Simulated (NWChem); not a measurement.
# C6H6O (vinylfuran): levels of theory compared

We compute a comparison of 4 runs (HF/STO-3G, HF/3-21G, B3LYP/6-31G*) of C6H6O (vinylfuran). 

Program for the calculation: NWChem 7.3.0.

69 further runs of the same task are left out: 69 set aside as unsound or not needed.

### 1 The structure to begin with

C6H6O has 13 atoms, charge 0, and is taken as a singlet. As SMILES, `C=Cc1ccco1`. The C6–H13 distance was set to 1.616 Å, away from the relaxed value. At this shape a bond of the SMILES string is far longer than usual.

Bond lengths: C1–C2 1.332 Å, C2–C3 1.437 Å, C3–C4 1.364 Å, C4–C5 1.422 Å, C5–C6 1.354 Å, C3–O7 1.358 Å, C6–O7 1.349 Å, C1–H8 1.083 Å, C1–H9 1.082 Å, C2–H10 1.086 Å, C4–H11 1.078 Å, C5–H12 1.078 Å. Some angles: C1–C2–C3 125.7°, C2–C3–C4 131.7°, C2–C3–O7 118.9°, C4–C3–O7 109.4°, C3–C4–C5 106.6°, C4–C5–C6 105.8°, C5–C6–O7 110.7°, C3–O7–C6 107.4°, C1–C2–H10 120.0°, C3–C2–H10 114.3°. A long bond or contact: C6–H13 1.616 Å.

### 2 A single-point energy at HF/STO-3G (run 1)

Contents of a.nw:

```
start a
memory total 2200 mb

geometry noautosym nocenter noautoz
  C      1.953290     0.333661     1.838798
  C      1.608990    -0.632839     0.988598
  C      0.497890    -0.591039     0.077698
  C      0.038090    -1.495139    -0.834302
  C     -1.099810    -0.907839    -1.451502
  C     -1.248610     0.307061    -0.871502
  O     -0.290510     0.513861     0.055198
  H      1.391790     1.257961     1.902598
  H      2.808190     0.220161     2.492698
  H      2.188990    -1.549639     0.945198
  H      0.468090    -2.463739    -1.034402
  H     -1.724010    -1.330339    -2.222302
  H     -2.313300     1.506300    -1.071600
end

basis spherical bse
  * library STO-3G
end

scf
  nopen 0
  rhf
  thresh 1e-08
  maxiter 80
  print low
end

task scf energy
```

Run with:

```console
nwchem a.nw > a.out
```

Output:

```text
[...]
  functions       =    41
[...]
  wavefunction    = RHF
[...]
         Total SCF energy =   -301.575339787163
      One-electron energy =   -948.259559595571
      Two-electron energy =    375.911335445000
 Nuclear repulsion energy =    270.772884363408
        Time for solution =      4.9s
 Task  times  cpu:        5.1s     wall:        5.1s
[...]
```

It took 6 s on 1 thread of Intel Xeon 6975P-C (Granite Rapids), shared host; peak memory 0.094 GiB.

### 3 A single-point energy at HF/3-21G (run 2)

Contents of a.nw:

```
start a
title "C6H6O hf"
memory total 2200 mb
charge 0
geometry noautosym nocenter noautoz
 C      1.953290     0.333661     1.838798
 C      1.608990    -0.632839     0.988598
 C      0.497890    -0.591039     0.077698
 C      0.038090    -1.495139    -0.834302
 C     -1.099810    -0.907839    -1.451502
 C     -1.248610     0.307061    -0.871502
 O     -0.290510     0.513861     0.055198
 H      1.391790     1.257961     1.902598
 H      2.808190     0.220161     2.492698
 H      2.188990    -1.549639     0.945198
 H      0.468090    -2.463739    -1.034402
 H     -1.724010    -1.330339    -2.222302
 H     -2.313300     1.506300    -1.071600
end
basis spherical bse
 * library 3-21G
end
scf
 singlet
 rhf
 thresh 1e-08
 maxiter 80
end
task scf energy
```

Run with:

```console
nwchem a.nw > a.out
```

Output:

```text
[...]
  functions       =    75
[...]
  wavefunction    = RHF
[...]
         Total SCF energy =   -303.715150374585
      One-electron energy =   -947.657833723463
      Two-electron energy =    373.169798985471
 Nuclear repulsion energy =    270.772884363408
        Time for solution =      4.8s
[...]
```

Wall time 5.7 s (1 thread of Intel Xeon 6975P-C (Granite Rapids), shared host); peak memory 0.097 GiB.

### 4 The energy at B3LYP/6-31G(d) (spherical functions) (run 3)

Contents of work.xyz:

```xyz
13
C6H6O
C      1.953290     0.333661     1.838798
C      1.608990    -0.632839     0.988598
C      0.497890    -0.591039     0.077698
C      0.038090    -1.495139    -0.834302
C     -1.099810    -0.907839    -1.451502
C     -1.248610     0.307061    -0.871502
O     -0.290510     0.513861     0.055198
H      1.391790     1.257961     1.902598
H      2.808190     0.220161     2.492698
H      2.188990    -1.549639     0.945198
H      0.468090    -2.463739    -1.034402
H     -1.724010    -1.330339    -2.222302
H     -2.313300     1.506300    -1.071600
```

Contents of work.nw:

```
start work
title "C6H6O"
memory total 2200 mb

geometry units angstrom noautosym nocenter noautoz
  load format xyz work.xyz
end

basis spherical bse
  * library 6-31G*
end

dft
  xc b3lyp
  grid fine
  convergence energy 1e-08
  iterations 100
  mulliken
end

task dft energy
```

Run with:

```console
nwchem work.nw > work.out
```

Output:

```text
[...]
          Wavefunction type:  closed shell.
          No. of atoms     :    13
          No. of electrons :    50
[...]
          Charge           :     0
          Spin multiplicity:     1
[...]
          AO basis - number of functions:   110
[...]
              XC Information
              --------------
                         B3LYP Method XC Potential
                     Hartree-Fock (Exact) Exchange  0.200
                        Slater Exchange Functional  0.800 local
                    Becke 1988 Exchange Functional  0.720 non-local
              Lee-Yang-Parr Correlation Functional  0.810
                  VWN I RPA Correlation Functional  0.190 local
[...]
 d= 0,ls=0.0,diis     1   -307.2477920887 -5.78D+02  9.11D-03  7.25D-01     3.4
[...]
 d= 0,ls=0.0,diis    10   -307.3396894397 -9.72D-09  9.60D-07  2.02D-08    31.3
         Total DFT energy =     -307.339689439726
      One electron energy =     -951.477855961449
           Coulomb energy =      416.662143801048
    Exchange-Corr. energy =      -43.296861642733
 Nuclear repulsion energy =      270.772884363408
[...]
```

It took 32 s on 1 thread of Intel Xeon 6975P-C (Granite Rapids), shared host; peak memory 0.12 GiB.

### 5 A single-point energy at B3LYP/6-31G(d) (Cartesian functions) (run 4)

Contents of job.nw:

```
start job
memory stack 880 mb heap 220 mb global 1100 mb
charge 0

geometry noautosym nocenter noautoz
  C        1.953290       0.333661       1.838798
  C        1.608990      -0.632839       0.988598
  C        0.497890      -0.591039       0.077698
  C        0.038090      -1.495139      -0.834302
  C       -1.099810      -0.907839      -1.451502
  C       -1.248610       0.307061      -0.871502
  O       -0.290510       0.513861       0.055198
  H        1.391790       1.257961       1.902598
  H        2.808190       0.220161       2.492698
  H        2.188990      -1.549639       0.945198
  H        0.468090      -2.463739      -1.034402
  H       -1.724010      -1.330339      -2.222302
  H       -2.313300       1.506300      -1.071600
end

basis
  * library 6-31G*
end

dft
  xc b3lyp
  grid fine
  convergence energy 1e-08
  iterations 100
  mulliken
  print medium
end

task dft
```

Run with:

```console
nwchem job.nw > job.out
```

Output:

```text
[...]
          Wavefunction type:  closed shell.
          No. of atoms     :    13
          No. of electrons :    50
[...]
          Charge           :     0
          Spin multiplicity:     1
[...]
          AO basis - number of functions:   117
[...]
              XC Information
              --------------
                         B3LYP Method XC Potential
                     Hartree-Fock (Exact) Exchange  0.200
                        Slater Exchange Functional  0.800 local
                    Becke 1988 Exchange Functional  0.720 non-local
              Lee-Yang-Parr Correlation Functional  0.810
                  VWN I RPA Correlation Functional  0.190 local
[...]
 d= 0,ls=0.0,diis     1   -307.2504828250 -5.78D+02  8.83D-03  9.16D-01     3.9
[...]
 d= 0,ls=0.0,diis    11   -307.3455580786 -2.19D-09  3.84D-07  2.75D-09    31.7
         Total DFT energy =     -307.345558078637
      One electron energy =     -951.434721351871
           Coulomb energy =      416.557473588310
    Exchange-Corr. energy =      -43.241194678484
 Nuclear repulsion energy =      270.772884363408
[...]
```

Wall time 32 s (1 thread of Intel Xeon 6975P-C (Granite Rapids), shared host); peak memory 0.12 GiB.

### 6 Overview of the runs

| run | level | iteration cap | module | energy (Eh) | wall time |
| --- | --- | --- | --- | --- | --- |
| 1 | HF/STO-3G | 80 | scf | -301.575340 | 6 s |
| 2 | HF/3-21G | 80 | scf | -303.715150 | 5.7 s |
| 3 | B3LYP/6-31G* (spherical functions) | 100 | dft | -307.339689 | 32 s |
| 4 | B3LYP/6-31G* (Cartesian functions) | 100 | dft | -307.345558 | 32 s |

### 7 Results

| quantity | value |
| --- | --- |
| run 4: total energy | -307.34556 Eh |
| run 4: dipole moment | 0.83 D |
| run 4: HOMO energy | -5.68 eV |
| run 4: LUMO energy | -0.64 eV |
| run 4: HOMO–LUMO gap | 5.03 eV |

In words: Over runs 2, 3, 4 the dipole moment (its size) runs from 0.83 D (B3LYP/6-31G*) to 0.89 D (HF/3-21G). The two ends differ in method and basis. Over runs 2, 3, 4 the HOMO–LUMO gap runs from 5.03 eV (B3LYP/6-31G*) to 11.19 eV (HF/3-21G). In run 1 the basis is minimal, so the values are rough. All runs together took 76 s, the longest 32 s.
